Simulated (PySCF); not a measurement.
Molecule: O2SiH2, in a box.

```xyz
5
Lattice="13.0000 0.0000 0.0000 0.0000 11.0000 0.0000 0.0000 0.0000 11.0000" Properties=species:S:1:pos:R:3 pbc="T T T"
O     4.8784    5.4520    5.3594
Si    6.0715    4.8054    6.2408
O     7.3643    5.7713    5.7437
H     5.0265    6.2779    4.7972
H     8.1604    5.5409    6.0822
```

The cell isn't the ideal one: atoms moved at random, drawn with an rms of 0.05 Å.

Base run:

| Quantity | Value |
| --- | --- |
| Program | PySCF 2.14.0 |
| Functional | B97-D |
| Dispersion | D4 |
| Potentials or basis | def2-svp (all-electron) |
| k mesh | 1 × 1 × 1 |
| Occupations | fixed |
| Spin | no spin polarisation |

Its results: gap between the frontier levels 4.17 eV.

Problem. The run is repeated on the same cell with these changes: functional from B97-D to TPSS. What comes out?

Solution. Gap between the frontier levels 4.27 eV.

Caveats: this is a molecule in a periodic box at the Γ point, so its band gap is the HOMO-LUMO gap; the basis of atomic orbitals isn't converged, which shifts pressures, moduli and gaps.

